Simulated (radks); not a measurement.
# Cr²⁺ in [Ar] 3d3.75 4s0.25: an all-electron calculation

What are the levels of the chromium ion Cr2+, how large are its shells, and how does its energy divide?

Program: radks (a radial shooting solver on a logarithmic mesh, Libxc functionals) version 1. Level of theory: non-relativistic Kohn-Sham, PW91, spin-polarised, spherical densities, point nucleus; open shells are filled with parallel spins first. These are calculated values, not measurements, unless marked.

### 1 Starting point

- element: chromium (Z = 24)
- charge: +2
- electrons: 22
- configuration: [Ar] 3d3.75 4s0.25

### 2 The run

Settings of this run:

```text
Z 24
configuration [Ar] 3d3.75 4s0.25
relativity non-relativistic
functional pw91,pw91
spin polarised
nucleus point
```

What does the calculation give?

As calculated:

| quantity | value |
| --- | --- |
| total energy | -1043.56623 hartree |
| exchange-correlation share of it | 4.61 % |
| −T/E | 0.9992 |
| highest occupied level | 4s up, -19.632 eV |
| most extended occupied level | 4s up, <r> = 2.66 bohr |
| radius at density 0.001 e/bohr³ | 3.28 bohr |
| maxima of the radial density | 3 |

**Reading.** The radial density shows 3 maxima for 4 occupied principal shells; where shells overlap, one shows as a shoulder or not at all. The ratio −T/E is 0.9992; for a non-relativistic Coulomb system it is 1 up to the kinetic part of correlation. This is not the tabulated ground configuration, so its levels and sizes aren't those of the ground state, and no measured value stands beside it.
